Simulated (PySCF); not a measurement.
**A gas-phase reaction: H2OZn + CO2 → CH2O3Zn**

What reaction energy should one expect for `[OH][ZnH]` + `O=C=O` → `O=C[O][Zn][OH]`?

Computed with PySCF 2.14.0; each step states its level. No surroundings beyond the atoms listed, unless a continuum is named. Atoms count from 0, parts from 1.

### Step 1. The system as given

Each species was relaxed by itself at PBE0-D3(BJ)/def2-SVPD.

### Step 2. Reaction energy: wB97M-D3(BJ)/def2-TZVPD

The job: settings as JSON, then the geometry in Å.

```
{"job": {"kind": "react", "xc": "wB97M-D3(BJ)", "basis": "def2-TZVPD"}, "charge": 0, "multiplicity": 1}
-1 H2OZn charge 0 multiplicity 1
O     -1.068970     0.028080    -0.446460
Zn     0.533950    -0.283320     0.270040
H     -1.330480     0.912760    -0.708960
H      1.865500    -0.657510     0.885380

-1 CO2 charge 0 multiplicity 1
O     -1.152010     0.006120     0.009890
C      0.007700     0.006340     0.000450
O      1.167410     0.006570    -0.009000

+1 CH2O3Zn charge 0 multiplicity 1
O     -1.101440     0.610060     0.626330
C     -0.974080    -0.518420     1.169980
O     -0.054560    -1.298880     0.806730
Zn     0.513830     0.123080    -0.527000
O      1.692060     0.525500    -1.812800
H     -1.671390    -0.825440     1.969090
H      1.595550     1.384190    -2.232350
```

With the program's defaults for keys left out, this is: wB97M-D3(BJ)/def2-TZVPD reaction energy of separated species, gas phase.

The run is started by

```
OMP_NUM_THREADS=1 python cluster_run.py task.json out
```

The driver reads the jobs from task.json and runs them one after another.

**Question.** The jobs that follow are: PBE0-D3(BJ)/def2-TZVPD reaction energy of separated species, gas phase. Predict: reaction energy (wB97M-D3(BJ)/def2-TZVPD); ΔH, ΔG at 298 K (xTB thermal terms). Thermal terms come from harmonic xTB runs on each species.

**Answer**, as computed:

| quantity | value |
| --- | --- |
| reaction energy (wB97M-D3(BJ)/def2-TZVPD) | -14.50 kcal/mol |
| ΔH, ΔG at 298 K (xTB thermal terms) | -11.8, -2.8 kcal/mol |
| range of the reaction energy over the runs of this table | -16.97 to -14.50 kcal/mol |

In words: The reaction is exothermic by 11.8 kcal/mol in the gas phase; dispersion gives -1.29, and xTB itself gave 8.13 for the electronic energy (xTB energies and thermal terms come from the earlier relaxation of each species, not shown). No barrier was sought. xTB and this level differ widely in the electronic energy, so what comes from xTB (the thermal terms above all) is less safe here. The reaction energy runs from -16.97 (PBE0-D3(BJ)/def2-TZVPD) to -14.50 kcal/mol (wB97M-D3(BJ)/def2-TZVPD).
